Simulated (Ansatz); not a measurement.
# CH₂Ge (singlet): wave-function methods side by side, cc-pVDZ

How much of the correlation energy of CH₂Ge (singlet) does each wave-function method recover here?

The runs use Ansatz 0.2.0, Gaussian basis; cc-pVDZ, core rule «outside noble gas», up to 15 orbitals frozen.

Plan: UHF; CCSD(T) on RHF; CCSD(T) on UHF; BCCD(T) on RHF; CISD; CCSDT(Q) on RHF; CCSDT(Q) on UHF; CCSDTQ on RHF; CASSCF and MRCISD+Q, 10 electrons in 10 orbitals; CASSCF and NEVPT2, 10 electrons in 10 orbitals.

4 further runs of the same task are left out: 4 set aside as unsound or not needed.

### 1 What is computed

The geometry is a PBE0/def2-TZVP stationary point (not a proven minimum) of the parent state, kept for this charge and spin. No spin-orbit coupling is included. The filled d shell of Ge may be among the frozen orbitals whatever the setting's name suggests; the logs give the count.

4 atoms, charge 0, spin multiplicity 1.

Atoms are counted from 1 here; the program's logs count them from 0.

Bond lengths: Ge1–C2 1.957 Å, C2–H3 1.091 Å, C2–H4 1.091 Å. Angles: Ge1–C2–H3 123.6°, Ge1–C2–H4 123.6°, H3–C2–H4 112.9°.

### 2 UHF

Contents of in.yaml:

```yaml
crystal:
  periodic: [false, false, false]
  atoms:
    - {symbol: Ge, position_ang: [0.000000, 0.000000, 0.330803]}
    - {symbol: C, position_ang: [0.000000, 0.000000, -1.626483]}
    - {symbol: H, position_ang: [0.000000, 0.908852, -2.229454]}
    - {symbol: H, position_ang: [0.000000, -0.908852, -2.229454]}
basis:
  gaussian: {orbitals: cc-pVDZ}
magnetization: {spin_polarized: true, initial_magnetization: 0}
hamiltonian: {xc: hf}
output: {orbitals: {seedname: orbitals}}
```

Command:

```
> ansatz run in.yaml --threads 1 --pin off --events-out ev --progress --plain --max-ram 2816MiB --backend cpu
```

The runs that follow: CCSD(T) on RHF; CCSD(T) on UHF; BCCD(T) on RHF; CISD; CCSDT(Q) on RHF; CCSDT(Q) on UHF; CCSDTQ on RHF; CASSCF and MRCISD+Q, 10 electrons in 10 orbitals; CASSCF and NEVPT2, 10 electrons in 10 orbitals.

**Question.** What will the summary of the whole plan be? Wanted: RCCSDTQ below the RHF energy; RMP2 from RCCSDTQ; UMP2 from RCCSDTQ; RCCSD from RCCSDTQ; RCCSD(T) from RCCSDTQ; UCCSD(T) from RCCSDTQ; RCCSDT(Q) from RCCSDTQ; UCCSDT(Q) from RCCSDTQ; NEVPT2 valence from RCCSDTQ.

**Answer**, as computed:

```
                         quantity                                                   value
     RCCSDTQ below the RHF energy                                              -7.0863 eV
                RMP2 from RCCSDTQ                                         +25.58 kcal/mol
                UMP2 from RCCSDTQ                                         +38.32 kcal/mol
               RCCSD from RCCSDTQ                                          +8.26 kcal/mol
            RCCSD(T) from RCCSDTQ                                          +1.23 kcal/mol
            UCCSD(T) from RCCSDTQ                                          +2.81 kcal/mol
           RCCSDT(Q) from RCCSDTQ                                          -0.06 kcal/mol
           UCCSDT(Q) from RCCSDTQ                                          -0.06 kcal/mol
      NEVPT2 valence from RCCSDTQ                                         +20.73 kcal/mol
    MRCISD+Q valence from RCCSDTQ                                          +0.64 kcal/mol
levels within 1 kcal/mol (43 meV)  RCCSDT, UCCSDT, RCCSDT(Q), UCCSDT(Q), MRCISD+Q valence
                    T1 diagnostic                                                   0.018
   effectively unpaired electrons                                                    0.15
```

RCCSD(T) lands +1.23 kcal/mol from the yardstick (0.8 % of the correlation energy). CCSD(T) misses by +1.23 kcal/mol on the restricted determinant and by +2.81 kcal/mol on the unrestricted one; the two need not hold the same state or core. One determinant dominates. Of the multireference levels listed MRCISD+Q valence comes nearest in total energy (+0.64 kcal/mol), which doesn't show that its space is the better one. These misses are within one basis, not against nature.
